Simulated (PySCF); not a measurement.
# C7H5FO: the cost of one run

Programs: PySCF 2.14.0, with density-fitted response routines of our own. Each step states its level of theory. These are calculated values for one molecule, in the gas phase or a continuum, unless marked as measured. Atoms are numbered from 0 throughout.

**1. Starting geometry**

14 atoms, charge 0, multiplicity 1; geometry from: GFN2-xTB. The atoms were then displaced at random by about 0.01 Å, so the start is not that level's minimum.

Bonds of the start (Å): O0–C1 1.22, C1–F2 1.37, C1–C3 1.42, C3–C4 1.40, C4–C5 1.38, C5–C6 1.39, C6–C7 1.38, C7–C8 1.36, C8–C3 1.41, C4–H9 1.09, C5–H10 1.08, C6–H11 1.08, C7–H12 1.10, C8–H13 1.08.

**2. Relaxing the molecule at PBE0-D3(BJ)/def2-SVP**

What the job is given:

```
{"job": {"xc": "PBE0", "basis": "def2-SVP", "d3": "d3bj", "grid": 1, "shake": 0.01, "kind": "geom"}, "charge": 0, "multiplicity": 1}
O      3.021540    -1.089400    -0.300150
C      2.310140    -0.119440    -0.123150
F      2.897080     1.102100     0.040720
C      0.891880    -0.026970    -0.046530
C      0.196390     1.173340     0.167470
C     -1.185120     1.208100     0.238920
C     -1.896790     0.029500     0.087040
C     -1.237960    -1.167500    -0.138280
C      0.123200    -1.202280    -0.179370
H      0.766730     2.086330     0.307030
H     -1.704150     2.134370     0.420150
H     -2.979160     0.057510     0.144240
H     -1.850880    -2.071970    -0.263380
H      0.639960    -2.128770    -0.362490
```

Launch:

```console
$ OMP_NUM_THREADS=1 python probes_run.py task.json out
```

The driver reads the jobs from task.json and runs them one after another.

Q: Estimate the wall time and peak memory of this first job on 1 thread of Arm Neoverse V1, shared host.

About 2.2 min, with a peak of 0.6 GiB.
